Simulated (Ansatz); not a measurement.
# BFH4SSi: the cost of one run

All numbers below are computed with Ansatz 0.2.0 (RKS PBE0/def2-SVP).

## 1. The starting structure

Bond lengths: F1–B2 1.419 Å, B2–Si3 1.927 Å, B2–S4 1.866 Å, Si3–H5 1.464 Å, Si3–H6 1.488 Å, Si3–H7 1.525 Å, S4–H8 1.378 Å. Angles: F1–B2–Si3 120.6°, F1–B2–S4 121.2°, Si3–B2–S4 118.1°, B2–Si3–H5 110.9°, B2–Si3–H6 110.4°, B2–Si3–H7 109.2°, H5–Si3–H6 110.4°, H5–Si3–H7 108.6°, H6–Si3–H7 107.2°, B2–S4–H8 93.4°.

Coordinates:

```xyz
8

F    -1.5234   -0.1639    1.5053
B    -0.7514   -0.3554    0.3300
Si    0.4971    0.9919   -0.2528
S    -0.8311   -1.9531   -0.6304
H     0.2095    1.4129   -1.6253
H     0.4645    2.1613    0.6671
H     1.9103    0.4193   -0.2065
H     0.1168   -2.5700    0.1568
```

## 2. End point A

Contents of input.yaml:

```yaml
crystal:
  periodic: [false, false, false]
  atoms:
    - { symbol: F, position_ang: [-1.5234, -0.1639, 1.5053] }
    - { symbol: B, position_ang: [-0.7514, -0.3554, 0.33] }
    - { symbol: Si, position_ang: [0.4971, 0.9919, -0.2528] }
    - { symbol: S, position_ang: [-0.8311, -1.9531, -0.6304] }
    - { symbol: H, position_ang: [0.2095, 1.4129, -1.6253] }
    - { symbol: H, position_ang: [0.4645, 2.1613, 0.6671] }
    - { symbol: H, position_ang: [1.9103, 0.4193, -0.2065] }
    - { symbol: H, position_ang: [0.1168, -2.57, 0.1568] }
basis:
  gaussian: { orbitals: def2-SVP }
hamiltonian:
  xc: pbe0
relax:
  f_tol: 0.015
  max_steps: 40
```

On the command line:

```bash
ansatz run input.yaml --threads 1 --pin off --max-ram 2048MiB --backend cpu --events-out ev --progress --plain --runs-dir out
```

**Question.** How long does this run take on 1 thread of AMD EPYC 9R45 (Zen 5), shared host, and how much memory does it need?

About 34 s, with a peak of 0.18 GiB.
